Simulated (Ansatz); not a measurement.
Run this with the Ansatz DFT code, driven from Python and show what comes out.

`disp_cl2h2nsn.py`
```python
from dataclasses import dataclass
import warnings

import ansatz as az
from ase import Atoms


@dataclass(frozen=True)
class Settings:
    basis_set: str = "def2-SVP"


cfg = Settings()


def main() -> None:
    warnings.simplefilter("ignore", az.DeckWarning)

    atoms = Atoms(["N", "Sn", "Cl", "Cl", "H", "H"], positions=[
        (0.1547, 1.2251, 0.1441),
        (0.033, -0.7101, 0.7064),
        (2.0593, -1.7387, 0.1897),
        (-1.6211, -1.7869, -0.461),
        (-0.846, 1.6553, 0.2763),
        (0.2621, 1.2914, -0.9017),
    ])
    system = az.Crystal.molecule_from_ase(atoms)

    calc = system.calculation().basis(gaussian=cfg.basis_set).spin("collinear", total=1)
    for name in ["revpbe", "blyp"]:
        for correction in ("d3bj", "d4"):
            summary = calc.functional(name, dispersion=correction).run().report
            print(f"{name:8s} {correction:5s} total {summary['free_energy_ev']:.5f} eV, of which dispersion {1000 * summary['dispersion']['energy']['ev']:.2f} meV")


if __name__ == "__main__":
    main()
```

```console
$ python disp_cl2h2nsn.py
revpbe   d3bj  total -32388.45340 eV, of which dispersion -366.71 meV
revpbe   d4    total -32388.49974 eV, of which dispersion -413.04 meV
blyp     d3bj  total -32389.98782 eV, of which dispersion -381.21 meV
blyp     d4    total -32389.97664 eV, of which dispersion -370.03 meV
```

What to keep in mind:
- These settings explore the input space; basis and method may be short of convergence.
- The geometry is a force-field or estimated start, not a minimum of this method, and the basis set is short of its limit. D4 holds the three-body term, and d3bj doesn't.
- def2 sets replace the cores of elements past krypton by effective core potentials.
- The run takes the species as open-shell (spin multiplicity 2), which needn't be its ground state.
- Wall time of the script: 19 s on 1 thread of Arm Neoverse V1 (shared host), peak memory 0.22 GiB.
